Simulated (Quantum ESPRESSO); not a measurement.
# ZrSc2F (P-6m2) in Quantum ESPRESSO: reference runs

How does ZrSc2F come out in PBE? The cell is run as given.

Program: Quantum ESPRESSO 7.5. These are calculated values, not measurements. Logs are shortened: lines on timing, memory, paths and dates and some standing lists are left out, and cuts for length are marked.

**1. Starting point**

The structure is hexagonal, space group P-6m2 (No. 187). Conventional cell: a = 3.862 Å, b = 3.862 Å, c = 4.891 Å, α = 90.00°, β = 90.00°, γ = 120.00°. Zr (site symmetry -6m2) is surrounded by 6 Sc at 2.54 Å. Around Sc (site symmetry 3m) lie 2 Sc at 2.44 to 2.45 Å and 3 F at 2.54 Å and 3 Zr at 2.54 Å. F (site symmetry -6m2) is surrounded by 6 Sc at 2.54 Å.

The cell was built by a generator and needn't be a form met in nature.

**2. Single point, PBE**

pw.in

```
&CONTROL
  calculation = 'scf'
  prefix = 'pwscf'
  outdir = './tmp'
  pseudo_dir = './pseudo'
  tprnfor = .true.
  tstress = .true.
  disk_io = 'nowf'
/
&SYSTEM
  ibrav = 0
  nat = 4
  ntyp = 3
  ecutwfc = 60
  ecutrho = 440
  nbnd = 29
  occupations = 'smearing'
  smearing = 'fd'
  degauss = 0.00367493
/
&ELECTRONS
  conv_thr = 8d-10
  electron_maxstep = 120
  mixing_beta = 0.5
/
ATOMIC_SPECIES
Zr    91.2240 Zr_pbe_v1.uspp.F.UPF
Sc    44.9559 Sc_ONCV_PBE-1.0.oncvpsp.upf
F     18.9984 f_pbe_v1.4.uspp.F.UPF
CELL_PARAMETERS angstrom
   3.8624125800    0.0000000000    0.0000000000
  -1.9312062900    3.3449474200    0.0000000000
   0.0000000000    0.0000000000    4.8908388900
ATOMIC_POSITIONS crystal
Zr     0.3333333300    0.6666666700    0.0000000000
Sc     0.0000000000    0.0000000000    0.2501881100
Sc     0.0000000000    0.0000000000    0.7498118900
F      0.6666666700    0.3333333300    0.5000000000
K_POINTS automatic
8 8 6 0 0 0
```

Potentials or basis: SSSP 1.3 efficiency PBE.

Launch:

```
$ OMP_NUM_THREADS=1 pw.x -in pw.in > pw.out
```

pw.out:

```text
This program is part of the open-source Quantum ESPRESSO suite
     for quantum simulation of materials; please cite
[... 9 lines left out ...]
     --------------------
     sticks:   dense  smooth     PW     G-vecs:    dense   smooth      PW
     Sum        1627     871    253                66559    26751    4225

     Using Slab Decomposition

     bravais-lattice index     =            0
     lattice parameter (alat)  =       7.2989  a.u.
     unit-cell volume          =     426.4105 (a.u.)^3
     number of atoms/cell      =            4
     number of atomic types    =            3
     number of electrons       =        41.00
     number of Kohn-Sham states=           29
     kinetic-energy cutoff     =      60.0000  Ry
     charge density cutoff     =     440.0000  Ry
     scf convergence threshold =      8.0E-10
     mixing beta               =       0.5000
     number of iterations used =            8  plain     mixing
     Exchange-correlation=  SLA  PW   PBX  PBC
                           (   1   4   3   4   0   0   0)

     celldm(1)=   7.298902  celldm(2)=   0.000000  celldm(3)=   0.000000
     celldm(4)=   0.000000  celldm(5)=   0.000000  celldm(6)=   0.000000

     crystal axes: (cart. coord. in units of alat)
               a(1) = (   1.000000   0.000000   0.000000 )
               a(2) = (  -0.500000   0.866025   0.000000 )
               a(3) = (   0.000000   0.000000   1.266265 )

     reciprocal axes: (cart. coord. in units 2 pi/alat)
               b(1) = (  1.000000  0.577350 -0.000000 )
               b(2) = (  0.000000  1.154701  0.000000 )
               b(3) = (  0.000000 -0.000000  0.789724 )

     PseudoPot. # 1 for Zr read from file:
     Zr_pbe_v1.uspp.F.UPF
     Pseudo is Ultrasoft + core correction, Zval = 12.0
     Generated by new atomic code, or converted to UPF format
     Using radial grid of  887 points,  6 beta functions with:
                l(1) =   0
                l(2) =   0
                l(3) =   1
                l(4) =   1
                l(5) =   2
                l(6) =   2
     Q(r) pseudized with  6 coefficients,  rinner =    1.200   1.200   1.200
                                                       1.200   1.200

     PseudoPot. # 2 for Sc read from file:
     Sc_ONCV_PBE-1.0.oncvpsp.upf
     Pseudo is Norm-conserving, Zval = 11.0
     Generated using ONCVPSP code by D. R. Hamann
     Using radial grid of 1662 points,  6 beta functions with:
                l(1) =   0
                l(2) =   0
                l(3) =   1
                l(4) =   1
                l(5) =   2
                l(6) =   2

     PseudoPot. # 3 for F  read from file:
     f_pbe_v1.4.uspp.F.UPF
     Pseudo is Ultrasoft, Zval =  7.0
     Generated by new atomic code, or converted to UPF format
     Using radial grid of  799 points,  4 beta functions with:
                l(1) =   0
                l(2) =   0
                l(3) =   1
                l(4) =   1
     Q(r) pseudized with  8 coefficients,  rinner =    0.950   0.950   0.950

     atomic species   valence    mass     pseudopotential
     Zr               12.00    91.22400     Zr( 1.00)
     Sc               11.00    44.95590     Sc( 1.00)
     F                 7.00    18.99840     F ( 1.00)

     12 Sym. Ops. (no inversion) found

   Cartesian axes

     site n.     atom                  positions (alat units)
         1        Zr     tau(   1) = (  -0.0000000   0.5773503   0.0000000  )
         2        Sc     tau(   2) = (   0.0000000   0.0000000   0.3168045  )
         3        Sc     tau(   3) = (   0.0000000   0.0000000   0.9494608  )
         4        F      tau(   4) = (   0.5000000   0.2886751   0.6331326  )

     number of k points=    40  Fermi-Dirac smearing, width (Ry)=  0.0037
                       cart. coord. in units 2pi/alat
        k(    1) = (   0.0000000   0.0000000   0.0000000), wk =   0.0052083
        k(    2) = (   0.0000000   0.0000000   0.1316207), wk =   0.0104167
        k(    3) = (   0.0000000   0.0000000   0.2632413), wk =   0.0104167
        k(    4) = (   0.0000000   0.0000000  -0.3948620), wk =   0.0052083
        k(    5) = (   0.0000000   0.1443376   0.0000000), wk =   0.0312500
        k(    6) = (   0.0000000   0.1443376   0.1316207), wk =   0.0625000
[... 32 lines left out ...]
        k(   39) = (   0.2500000   0.5773503   0.2632413), wk =   0.0625000
        k(   40) = (   0.2500000   0.5773503  -0.3948620), wk =   0.0312500

     Dense  grid:    66559 G-vectors     FFT dimensions: (  50,  50,  64)

     Smooth grid:    26751 G-vectors     FFT dimensions: (  36,  36,  45)

     Initial potential from superposition of free atoms

     starting charge      40.9926, renormalised to      41.0000

     negative rho (up, down):  6.017E-02 0.000E+00
     Starting wfcs are   37 randomized atomic wfcs

     Self-consistent Calculation

     iteration #  1     ecut=    60.00 Ry     beta= 0.50
     Davidson diagonalization with overlap
     ethr =  1.00E-02,  avg # of iterations =  2.0

     negative rho (up, down):  5.872E-02 0.000E+00

     total energy              =    -330.92904245 Ry
     estimated scf accuracy    <       0.47234240 Ry

     iteration #  2     ecut=    60.00 Ry     beta= 0.50
     Davidson diagonalization with overlap
     ethr =  1.15E-03,  avg # of iterations =  2.4

     negative rho (up, down):  5.858E-02 0.000E+00

     total energy              =    -331.02854167 Ry
     estimated scf accuracy    <       0.20863856 Ry
[... 73 lines left out ...]
     iteration # 11     ecut=    60.00 Ry     beta= 0.50
     Davidson diagonalization with overlap
     ethr =  3.59E-11,  avg # of iterations =  4.3

     negative rho (up, down):  5.827E-02 0.000E+00

     total energy              =    -331.07688936 Ry
     estimated scf accuracy    <          3.7E-09 Ry

     iteration # 12     ecut=    60.00 Ry     beta= 0.50
     Davidson diagonalization with overlap
     ethr =  9.01E-12,  avg # of iterations =  2.1

     negative rho (up, down):  5.827E-02 0.000E+00

     End of self-consistent calculation

          k = 0.0000 0.0000 0.0000 (  3365 PWs)   bands (ev):

   -35.2425 -34.6280 -33.9204 -14.9225 -14.1285 -14.1285 -13.4785 -13.4785
   -12.8100 -12.1281 -12.0160 -12.0160 -10.6705   7.4581   7.4581   7.4798
    10.4135  12.0447  12.0447  12.1162  13.3336  13.3336  14.4103  16.1220
    16.1220  16.5973  17.9942  17.9942  18.6362

          k = 0.0000 0.0000 0.1316 (  3311 PWs)   bands (ev):

   -35.2114 -34.6724 -33.9098 -14.7813 -14.1033 -14.1033 -13.5134 -13.5134
   -12.9160 -12.2085 -12.0073 -12.0073 -10.6547   7.3689   7.4437   7.4437
    10.7540  12.1649  12.1649  12.3491  13.3816  13.3816  14.5550  16.0897
    16.0897  16.2116  17.2917  17.2917  19.2283

          k = 0.0000 0.0000 0.2632 (  3311 PWs)   bands (ev):

   -35.1296 -34.7787 -33.8906 -14.3895 -14.0423 -14.0423 -13.5933 -13.5933
   -13.2791 -12.3229 -11.9903 -11.9903 -10.6270   7.1823   7.4154   7.4154
    11.5349  12.4447  12.4447  12.8888  13.4770  13.4770  14.5779  15.7355
    16.0198  16.0198  16.4708  16.4708  19.3249
[... 80 lines left out ...]
   -35.0115 -34.7542 -34.0355 -14.5746 -14.1907 -14.0613 -13.8144 -13.6146
   -13.2776 -12.0310 -11.9402 -11.8366 -10.5926   7.0885   7.4243   7.4548
    11.7652  13.2229  13.6364  13.8464  13.9529  14.2610  14.7898  15.6700
    15.6867  16.5450  16.9532  17.0538  18.1381

          k = 0.0000 0.4330-0.3949 (  3338 PWs)   bands (ev):

   -34.9217 -34.8499 -34.0325 -14.2001 -14.1542 -14.0725 -13.7900 -13.7017
   -13.6624 -12.0477 -11.9189 -11.8262 -10.5916   7.1215   7.4309   7.4324
    11.9994  13.1803  13.8945  13.9896  14.2074  14.5267  14.5317  15.8315
    16.0441  16.2873  16.4278  16.9580  17.3040

          k = 0.0000-0.5774 0.0000 (  3352 PWs)   bands (ev):

   -35.1018 -34.6206 -34.0701 -15.1191 -14.2986 -14.0192 -13.9189 -13.4974
   -12.5656 -12.0452 -11.9419 -11.8460 -10.5966   6.9496   7.3979   7.5443
    11.1846  13.1285  13.4926  13.7379  13.9232  13.9706  14.6147  15.1117
    16.2988  16.7232  17.9266  18.2175  18.8089

          k = 0.0000-0.5774 0.1316 (  3338 PWs)   bands (ev):

   -35.0720 -34.6553 -34.0683 -14.9783 -14.2733 -14.0600 -13.8710 -13.5351
   -12.7853 -11.9914 -11.9598 -11.8345 -10.5919   6.9773   7.4071   7.5249
    11.3659  13.4484  13.5854  13.7231  14.0233  14.0716  14.5726  15.1734
    16.2612  16.5854  17.5618  17.7710  18.7922

          k = 0.0000-0.5774 0.2632 (  3352 PWs)   bands (ev):

   -34.9896 -34.7470 -34.0649 -14.5952 -14.2142 -14.1071 -13.8091 -13.6182
   -13.2775 -12.0016 -11.9258 -11.8123 -10.5828   7.0327   7.4253   7.4863
    11.7804  13.5060  13.9007  14.2644  14.2705  14.5021  14.5026  15.4217
    15.6325  16.5832  16.8374  17.1077  17.9925

          k = 0.0000-0.5774-0.3949 (  3348 PWs)   bands (ev):

   -34.8925 -34.8487 -34.0634 -14.2235 -14.1782 -14.1254 -13.7765 -13.7004
   -13.6658 -12.0200 -11.9054 -11.8016 -10.5785   7.0607   7.4344   7.4668
    12.0381  13.3880  14.1788  14.3867  14.4383  14.6147  14.9328  15.4661
    15.8157  16.2346  16.4576  16.8124  17.1463

          k = 0.1250 0.2165 0.0000 (  3339 PWs)   bands (ev):

   -35.1908 -34.6251 -33.9756 -15.0167 -14.2161 -14.0346 -13.6900 -13.4880
   -12.6719 -12.0702 -12.0561 -11.9426 -10.6177   7.1874   7.4200   7.4819
    11.1713  11.8967  12.3360  12.7049  13.6896  13.7533  15.1559  15.3247
    16.1871  16.5184  17.8054  18.2384  18.4134

          k = 0.1250 0.2165 0.1316 (  3339 PWs)   bands (ev):

   -35.1600 -34.6667 -33.9677 -14.8767 -14.1899 -14.0141 -13.7141 -13.5253
   -12.8363 -12.1115 -12.0199 -11.9319 -10.6167   7.2034   7.4109   7.4485
    11.3494  12.0716  12.5432  12.8602  13.6413  13.7534  15.1396  15.4263
    16.1683  16.3490  17.3327  17.6121  18.7645
[... 115 lines left out ...]
   -34.9740 -34.7410 -34.0868 -14.5886 -14.3438 -14.0588 -13.6987 -13.6961
   -13.3028 -11.9671 -11.9477 -11.7656 -10.5808   7.0875   7.3169   7.4854
    12.3485  13.4040  13.8622  14.0427  14.1326  14.4395  14.7490  15.5785
    16.0954  16.4294  16.6959  17.2728  17.7106

          k = 0.2500 0.5774-0.3949 (  3366 PWs)   bands (ev):

   -34.8705 -34.8478 -34.0865 -14.2947 -14.1691 -14.0849 -13.7789 -13.7631
   -13.6577 -11.9588 -11.9459 -11.7463 -10.5813   7.1162   7.3140   7.4526
    12.5713  13.8507  13.9327  14.3668  14.4350  14.6012  14.7736  15.2231
    16.0138  16.2166  16.6692  16.8927  17.1344

     the Fermi energy is    13.9066 ev

!    total energy              =    -331.07688936 Ry
     estimated scf accuracy    <          9.1E-11 Ry
     smearing contrib. (-TS)   =      -0.00456900 Ry
     internal energy E=F+TS    =    -331.07232037 Ry

     The total energy is F=E-TS. E is the sum of the following terms:
     one-electron contribution =     -93.41373222 Ry
     hartree contribution      =      65.75864730 Ry
     xc contribution           =     -51.89758736 Ry
     ewald contribution        =    -251.51964809 Ry

     convergence has been achieved in  12 iterations

     negative rho (up, down):  5.827E-02 0.000E+00

     Forces acting on atoms (cartesian axes, Ry/au):

     atom    1 type  1   force =    -0.00000000   -0.00000000    0.00000000
     atom    2 type  2   force =    -0.00000000   -0.00000000    0.14942364
     atom    3 type  2   force =    -0.00000000   -0.00000000   -0.14942364
     atom    4 type  3   force =     0.00000000    0.00000000    0.00000000

     Total force =     0.211317     Total SCF correction =     0.000013

     Computing stress (Cartesian axis) and pressure

     negative rho (up, down):  5.827E-02 0.000E+00
          total   stress  (Ry/bohr**3)                   (kbar)     P=      289.47
   0.00114441   0.00000000   0.00000000          168.35        0.00        0.00
   0.00000000   0.00114441   0.00000000            0.00      168.35        0.00
   0.00000000   0.00000000   0.00361461            0.00        0.00      531.73

=------------------------------------------------------------------------------=
   JOB DONE.
=------------------------------------------------------------------------------=
```

Wall time 54 s (1 thread of Intel Xeon Platinum 8488C (Sapphire Rapids), shared host); peak memory 0.33 GiB.

What came out:

```
Free energy            : -4504.5306 eV
Pressure               : 28.9 GPa
Largest force          : 3.842 eV/Å
Band gap on the k mesh : none (metal or under the smearing width)
```

Forces on the atoms (eV/Å):
```
Zr   0.000  0.000  0.000
Sc   0.000  0.000  3.842
Sc   0.000  0.000 -3.842
F    0.000  0.000  0.000
```

Stress tensor (GPa, compression positive):
```
16.83  0.00  0.00
 0.00 16.83  0.00
 0.00  0.00 53.17
```

Caveat: a pressure of tens of GPa on the cell as given is suspect, and the run, the potentials or the cell itself is likely at fault; an odd number of electrons without spin polarisation forces a metal; a magnetic or distorted state may lie lower.
